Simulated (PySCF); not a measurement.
**[Yb(H2O)3]2+: other functionals and bases at one geometry**

An exercise on one series of results from a longer session: the logs are not shown, and one member is left open.

Computed with PySCF 2.14.0. Level: several levels, as the steps say, no spin–orbit coupling.

1 further run of the same task is left out (for a known fault of the program).

### The starting structure

10 atoms, charge 2, spin multiplicity 1.

Bond lengths: Yb1–O2 2.408 Å, Yb1–O5 2.408 Å, Yb1–O8 2.408 Å, O2–H3 0.984 Å, O2–H4 0.984 Å, O5–H6 0.984 Å, O5–H7 0.984 Å, O8–H9 0.984 Å, O8–H10 0.984 Å. Angles: O2–Yb1–O5 120.0°, O2–Yb1–O8 120.0°, O5–Yb1–O8 120.0°, Yb1–O2–H3 128.3°, Yb1–O2–H4 128.3°, H3–O2–H4 103.4°, Yb1–O5–H6 128.3°, Yb1–O5–H7 128.3°, H6–O5–H7 103.4°, Yb1–O8–H9 128.3°, Yb1–O8–H10 128.3°, H9–O8–H10 103.4°.

Geometry (Å):

```csv
atom,x (Å),y (Å),z (Å)
Yb1,0.00000,0.00000,0.00000
O2,2.40793,-0.00003,0.00000
H3,3.01730,0.59211,0.49551
H4,3.01728,-0.59219,-0.49551
O5,-1.20394,2.08534,0.00000
H6,-2.02143,2.31700,0.49551
H7,-0.99579,2.90913,-0.49551
O8,-1.20399,-2.08531,0.00000
H9,-0.99587,-2.90911,0.49551
H10,-2.02149,-2.31695,-0.49551
```

Formal oxidation states: Yb +2. Each metal's 14 4f electrons lie in its core potential, so multiplicities, spins and levels count the valence alone. An earlier session relaxed this geometry at PBE, Yb lcecp-0-SVP with ECP60, O def2-SVP, H def2-SVP (singlet, point group D3).

At PBE on the finer grid: E = -261.399104 Eh, frontier levels not given, since the 4f levels lie in the core, Mulliken charge on Yb1 +1.28 e, largest force component 0.009 eV/Å. 

Levels to run: BLYP; PBE0; CAM-B3LYP; wB97X; PBE, TZVP. Hardware: 2 threads of Arm Neoverse V2, shared host.

Set-up of the first run:

Input file run.py (the lines that set the calculation):

```python
mol = gto.M(atom='''
Yb     0.00000     0.00000     0.00000
O      2.40793    -0.00003     0.00000
H      3.01730     0.59211     0.49551
H      3.01728    -0.59219    -0.49551
O     -1.20394     2.08534     0.00000
H     -2.02143     2.31700     0.49551
H     -0.99579     2.90913    -0.49551
O     -1.20399    -2.08531     0.00000
H     -0.99587    -2.90911     0.49551
H     -2.02149    -2.31695    -0.49551''',
    basis={'Yb': 'lcecp-0-SVP', 'O': 'def2-SVP', 'H': 'def2-SVP'},
    ecp={'Yb': 'lcecp-0-SVP'},
    charge=2, spin=0)
mf = dft.RKS(mol, xc='BLYP')
mf.grids.atom_grid = (75, 302)  # f atoms: unpruned, at least (60, 302)
mf = mf.density_fit()  # fitting sets: Yb AutoAux, O def2-universal-JKFIT, H def2-universal-JKFIT
mf.conv_tol = 1e-08; mf.max_cycle = 55
mf.kernel(dm0)  # dm0: the density of the relaxed state
```

Started as:

```bash
$ OMP_NUM_THREADS=2 python run.py
```

Among the steps run: BLYP; PBE0; CAM-B3LYP; wB97X; PBE, TZVP.

One of the session's tables, all rows but one given; the rest of the session is left out.

```
             level  charge on Yb1 (e)  largest force component (eV/Å)
PBE (relaxed here)               1.28                            0.01
              BLYP                  ?                               ?
              PBE0               1.39                            0.59
         CAM-B3LYP               1.36                            0.43
             wB97X               1.39                            0.61
         PBE, TZVP               1.63                            0.31
```

**Question.** Estimate the row for BLYP.

**Answer.** charge on Yb1 (e): 1.26; largest force component (eV/Å): 0.09. In the column «charge on Yb1 (e)» it is the lowest.

The largest leftover force, 0.61 eV/Å with wB97X, stands at a geometry relaxed at another level. With 4f in the core, its levels are missing from HOMO and gap, and its count is fixed, so no charge can pass from the ligands into it. Total energies of different levels can't be compared.
